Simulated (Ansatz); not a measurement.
**LiSe+ (singlet): the correlation ladder at distance Se1–Li2 = 4.093 Å, cc-pVDZ**

One table from this session's results is given with a row withheld; the runs are named, their logs left out.

The runs use Ansatz 0.2.0, Gaussian basis; cc-pVDZ, core rule «outside noble gas», up to 15 orbitals frozen.

The runs, in order: UHF; CCSD(T) on RHF; CCSD(T) on UHF; BCCD(T) on RHF; CISD; CCSDT(Q) on RHF; CCSDT(Q) on UHF; CCSDTQ on RHF; CASSCF and MRCISD+Q, 2 electrons in 2 orbitals; CASSCF and NEVPT2, 2 electrons in 2 orbitals; Full CI.

67 further runs of the same task are left out: 49 for a known fault of the program, 11 that didn't finish, 7 set aside as unsound or not needed.

## The system

The geometry derives from a PBE0/def2-TZVP stationary point (not a proven minimum). One bond is set to the value named and the two fragments are kept rigid. No spin-orbit coupling is included. The filled d shell of Se may be among the frozen orbitals whatever the setting's name suggests; the logs give the count.

2 atoms, charge 1, spin multiplicity 1.

Atoms are counted from 1 here; the program's logs count them from 0.

No contacts short enough for the rule that draws bonds.

Set-up of the first run:

in.yaml

```yaml
crystal:
  periodic: [false, false, false]
  atoms:
    - {symbol: Se, position_ang: [0.000000, 0.000000, 0.000000]}
    - {symbol: Li, position_ang: [0.000000, 0.000000, 4.093000]}
basis:
  gaussian: {orbitals: cc-pVDZ}
total_charge: 1
magnetization: {spin_polarized: true, initial_magnetization: 0}
hamiltonian: {xc: hf}
output: {orbitals: {seedname: orbitals}}
```

Run with:

```sh
$ ansatz run in.yaml --threads 1 --pin off --events-out ev --progress --plain --max-ram 2393MiB
```

Steps of the session up to this table: UHF; CCSD(T) on RHF; CCSD(T) on UHF; BCCD(T) on RHF; CISD; CCSDT(Q) on RHF; CCSDT(Q) on UHF; CCSDTQ on RHF; CASSCF and MRCISD+Q, 2 electrons in 2 orbitals; CASSCF and NEVPT2, 2 electrons in 2 orbitals; Full CI.

One of the session's tables, all rows but one given; the rest of the session is left out.

| method | from FCI (kcal/mol) |
| --- | --- |
| RHF | +75.79 |
| RMP2 | +23.47 |
| CISD | +10.01 |
| RCCSD | ? |
| RCCSD(T) | +3.32 |
| BCCD(T) | +3.40 |
| RCCSDT | +0.08 |
| RCCSDT(Q) | -0.03 |
| RCCSDTQ | 0.00 |
| CASSCF pair | +60.45 |
| NEVPT2 pair | +9.10 |
| MRCISD pair | +2.36 |
| MRCISD+Q pair | -0.73 |
| FCI | 0 |

Q: Estimate the row for RCCSD from the others.

**Answer.** from FCI (kcal/mol): +6.08. In the column «from FCI (kcal/mol)» it lies between BCCD(T) (+3.40) and NEVPT2 pair (+9.10).

Left out of the table: UHF, UMP2, UCCSD, UCCSD(T), UCCSDT, UCCSDT(Q) (another determinant or state than the rows shown).

Limits of these values: The report flags that the cluster equations may have other roots. The program flags RCCSDT(Q), RCCSDTQ as in doubt, so those rows may rest on another solution; read them beside their warnings. MRCISD+Q pair falls below full CI: the +Q correction isn't variational, and the cores differ from full CI's.
